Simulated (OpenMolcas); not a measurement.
**Pm²⁺ among point charges: CASSCF levels and susceptibility**

Aim: the splitting of the states of Pm²⁺ in the field of 3 point charges, its lowest levels with spin-orbit coupling and its magnetic susceptibility.

Method: state-averaged CASSCF, spin-orbit coupling by RASSI with atomic mean-field integrals. Code: OpenMolcas 26.06.

## 1. What is computed

```
Species                           : Pm²⁺ (promethium, Z = 61, 59 electrons)
Basis                             : ANO-RCC-VDZP [7s6p4d2f1g], 68 functions
Scalar Hamiltonian                : DKH2, point nucleus
Inactive shells                   : 1s 2s 2p 3s 3p 3d 4s 4p 4d 5s 5p
Active space                      : 5 electrons in 7 orbitals (4f)
Some configurations of this space : 4f⁵
Orbitals                          : optimised for the highest spin of each parity, averaged over all roots
```

The outer shells:

4f5
```
4f [↑ ][↑ ][↑ ][↑ ][↑ ][  ][  ]
```

The ion sits among 3 point charges of -1 e arranged as a planar triangle (D3h), 2.47 Å from the ion.

The work runs as a chain of OpenMolcas steps in one folder; each step below is one input file. Labels, J, g values, rates, χT and fits are worked out afterwards by a script from the matrices that RASSI stores.

## 2. GATEWAY and SEWARD: basis and integrals

a.inp

```
&GATEWAY
Coord
1

Pm 0.0 0.0 0.0
Basis=ANO-RCC-VDZP
Group=NoSym
NoMove
AngMom=0.0 0.0 0.0
AMFI
XField
3 Angstrom 0
2.470000 0.000000 0.000000 -1.000000
-1.235000 2.139083 0.000000 -1.000000
-1.235000 -2.139083 0.000000 -1.000000
&SEWARD
```

The run is started by

```console
$ OMP_NUM_THREADS=1 MOLCAS_MEM=2252 MOLCAS_PROJECT=a pymolcas a.inp > a.log
```

## 3. CASSCF: sextets, 21 roots

a.inp

```
&RASSCF
FileOrb=start.orb
Symmetry=1
Spin=6
nActEl=5 0 0
Inactive=27
Ras2=7
CIRoot=21 21 1
SDav=21
CIMx=300
Iter=120 100
PrWF=0.3
OrbListing=Nothing
MaxOrb=0
>>> COPY $Project.JobIph JOB001
```

start.orb holds the contracted functions of the basis, ordered by shell, or the orbitals of the step before.

## 4. Reference wave functions, quartets, 162 roots

a.inp

```
&RASSCF
FileOrb=start.orb
Symmetry=1
Spin=4
nActEl=5 0 0
Inactive=27
Ras2=7
CIRoot=162 162 1
SDav=224
CIMx=300
Iter=120 100
PrWF=0.3
OrbListing=Nothing
MaxOrb=0
CIOnly
>>> COPY $Project.JobIph JOB002
```

## 5. CASSCF: doublets, 162 roots

a.inp

```
&RASSCF
FileOrb=start.orb
Symmetry=1
Spin=2
nActEl=5 0 0
Inactive=27
Ras2=7
CIRoot=162 162 1
SDav=490
CIMx=300
Iter=120 100
PrWF=0.3
OrbListing=Nothing
MaxOrb=0
CIOnly
>>> COPY $Project.JobIph JOB003
```

## 6. RASSI: spin-orbit coupling between the states

a.inp

```
&RASSI
NrOfJobIphs=3 21 108 41
1 2 3 4 5 6 7 8 9 10 11 12 13 14 15 16 17 18 19 20 21
1 2 3 4 5 6 7 8 9 10 11 12 13 14 15 16 17 18 19 20 21 22 23 24 25 26 27
28 29 30 31 32 33 34 35 36 37 38 39 40 41 42 43 44 45 46 47 48 49 50 51
52 53 54 55 56 57 58 59 60 61 62 63 64 65 66 67 68 69 70 71 72 73 74 75
76 77 78 79 80 81 82 83 84 85 86 87 88 89 90 91 92 93 94 95 96 97 98 99
100 101 102 103 104 105 106 107 108
1 2 3 4 5 6 7 8 9 10 11 12 13 14 15 16 17 18 19 20 21 22 23 24 25 26 27
28 29 30 31 32 33 34 35 36 37 38 39 40 41
IphNames
JOB001
JOB002
JOB003
EJob
SpinOrbit
DIPRint=1.0
SOCoupling=1000.0
Subsets=2
Property=9
'ANGMOM' 1 'ANGMOM' 2 'ANGMOM' 3 'MLTPL  1' 1 'MLTPL  1' 2 'MLTPL  1' 3
'AMFI' 1 'AMFI' 2 'AMFI' 3
SOProperty=3
'ANGMOM' 1 'ANGMOM' 2 'ANGMOM' 3
```

What does the calculation give? Wanted: spin-free ground state; first state of the same spin within the active space; lowest level; next level.

**Answer**, as computed:

| quantity | value |
| --- | --- |
| method | CASSCF |
| spin-free ground state | 6E, 2-fold in its orbital part |
| first state of the same spin within the active space | 6E at 411 cm⁻¹ |
| lowest level | 2-fold E1/2, g = 0.01, 0.01, 0.60 |
| next level | 575.6 cm⁻¹ |
| χT at 300 K | 0.38 cm³ K/mol |
| effective moment at 300 K | 1.75 μB |

What this shows: The spin-free ground state (6E) comes to 100 % from free-ion H terms and keeps the highest spin of the shell. The quartets, doublets rest on orbitals optimised for another spin in at least one step, which raises them against the optimised states. Not all states of the active space went into the spin-orbit step. High states of lower spin are left out of the spin-orbit mixing, and CASSCF puts spin-flip levels too high. This is an electrostatic model: the charges have no orbitals.
